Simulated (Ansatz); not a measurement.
# CH₄FGaS: how energies converge with the basis set

One table from this session's results is given with a row withheld; the runs are named, their logs left out.

Computed with Ansatz 0.2.0, Gaussian basis. Level: one geometry, several basis sets.

Levels to be run: PBE0-D4/def2-SVP; ωB97M-V/def2-SVP; PBE0-D4/def2-QZVPP; ωB97M-V/def2-QZVPP; the functionals' def2-TZVPP values are taken from earlier runs.

## The geometry

An earlier PBE0-D4 in a triple-zeta def2 set relaxation fixed the geometry.

SMILES `[F][GaH][CH2]S`, 8 atoms, charge 0, spin multiplicity 1.

Atoms are counted from 1 here; the program's logs count them from 0.

Bond lengths: F1–Ga2 1.763 Å, Ga2–C3 1.953 Å, Ga2–H5 1.554 Å, C3–S4 1.834 Å, C3–H6 1.087 Å, C3–H7 1.089 Å, S4–H8 1.344 Å. Angles: F1–Ga2–C3 113.5°, F1–Ga2–H5 116.3°, C3–Ga2–H5 129.7°, Ga2–C3–S4 94.0°, Ga2–C3–H6 122.2°, Ga2–C3–H7 111.6°, S4–C3–H6 111.4°, S4–C3–H7 105.6°, H6–C3–H7 109.9°, C3–S4–H8 97.3°.

Set-up of the first run:

Input file in.yaml:

```yaml
crystal:
  periodic: [false, false, false]
  atoms:
    - {symbol: F, position_ang: [-0.467145, 2.124269, -1.341350]}
    - {symbol: Ga, position_ang: [0.282606, 0.564184, -1.008425]}
    - {symbol: C, position_ang: [-0.720648, -0.527790, 0.263110]}
    - {symbol: S, position_ang: [0.305867, -0.028726, 1.698834]}
    - {symbol: H, position_ang: [1.690904, 0.331605, -1.621846]}
    - {symbol: H, position_ang: [-0.781909, -1.609108, 0.175910]}
    - {symbol: H, position_ang: [-1.710377, -0.114305, 0.452898]}
    - {symbol: H, position_ang: [1.400693, -0.740129, 1.380878]}
basis:
  gaussian: {orbitals: def2-SVP}
hamiltonian: {xc: pbe0, dispersion: d4}
output: {orbitals: {seedname: orbitals}}
```

Steps of the session up to this table: PBE0-D4 in def2-SVP; ωB97M-V in def2-SVP; PBE0-D4 in def2-QZVPP; ωB97M-V in def2-QZVPP.

One of the session's tables, all rows but one given; the rest of the session is left out.

It belongs to the step «Functionals by basis». 

```
functional       basis  HOMO (eV)
   PBE0-D4    def2-SVP      -7.07
   PBE0-D4  def2-TZVPP      -7.13
   PBE0-D4  def2-QZVPP      -7.16
   ωB97M-V    def2-SVP      -9.19
   ωB97M-V  def2-TZVPP      -9.27
   ωB97M-V  def2-QZVPP          ?
```

Q: Estimate the row for ωB97M-V, def2-QZVPP from the others.

The run gave: HOMO (eV): -9.30. In the column «HOMO (eV)» it is the lowest.
